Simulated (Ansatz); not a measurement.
# ClH5SSn: the cost of one run

Program: Ansatz 0.2.0. Level of theory: RKS PBE-D4/def2-SVP. These are calculated values, not measurements.

## (1) The structure to begin with

Bond lengths: Sn1–Cl2 2.760 Å, Sn1–H3 1.740 Å, Sn1–H4 1.739 Å, Sn1–H5 1.739 Å, Sn1–S6 2.740 Å, S6–H7 1.400 Å. Angles: Cl2–Sn1–H3 109.4°, Cl2–Sn1–H4 109.5°, Cl2–Sn1–H5 109.5°, Cl2–Sn1–S6 71.6°, H3–Sn1–H4 109.5°, H3–Sn1–H5 109.5°, H3–Sn1–S6 178.9°, H4–Sn1–H5 109.5°, H4–Sn1–S6 70.0°, H5–Sn1–S6 70.0°, Sn1–S6–H7 109.5°.

Coordinates:

```xyz
8

Sn    0.0000    0.0000    0.0000
Cl    0.0000    0.0000    2.7600
H     1.6408    0.0000   -0.5794
H    -0.8195    1.4198   -0.5794
H    -0.8195   -1.4198   -0.5794
S    -2.6002    0.0000    0.8640
H    -3.3558   -0.8728    0.0720
H    -1.5455    0.0000    2.1899
```

## (2) Pulling towards end A

Springs on the bonds that form and break draw the guess towards this end; the thresholds are loose.

Contents of input.yaml:

```yaml
crystal:
  periodic: [false, false, false]
  atoms:
    - { symbol: Sn, position_ang: [0.0, 0.0, 0.0] }
    - { symbol: Cl, position_ang: [0.0, 0.0, 2.76] }
    - { symbol: H, position_ang: [1.6408, 0.0, -0.5794] }
    - { symbol: H, position_ang: [-0.8195, 1.4198, -0.5794] }
    - { symbol: H, position_ang: [-0.8195, -1.4198, -0.5794] }
    - { symbol: S, position_ang: [-2.6002, 0.0, 0.864] }
    - { symbol: H, position_ang: [-3.3558, -0.8728, 0.072] }
    - { symbol: H, position_ang: [-1.5455, 0.0, 2.1899] }
basis:
  gaussian: { orbitals: def2-SVP }
hamiltonian:
  xc: pbe
  dispersion: d4
relax:
  f_tol: 0.15
  max_steps: 25
  restrain:
    - { distance: [0, 5], at: 3.64, k: 30.0 }
    - { distance: [7, 1], at: 2.57, k: 30.0 }
    - { distance: [0, 1], at: 2.41, k: 30.0 }
    - { distance: [7, 5], at: 1.4, k: 30.0 }
output:
  orbitals: {}
```

The run is started by

```bash
$ ansatz run input.yaml --threads 2 --pin off --max-ram 3072MiB --backend cpu --events-out ev --progress --plain --runs-dir out
```

What time and memory should one allow on 2 threads of Arm Neoverse V1, shared host?

About 17 s, with a peak of 0.13 GiB.
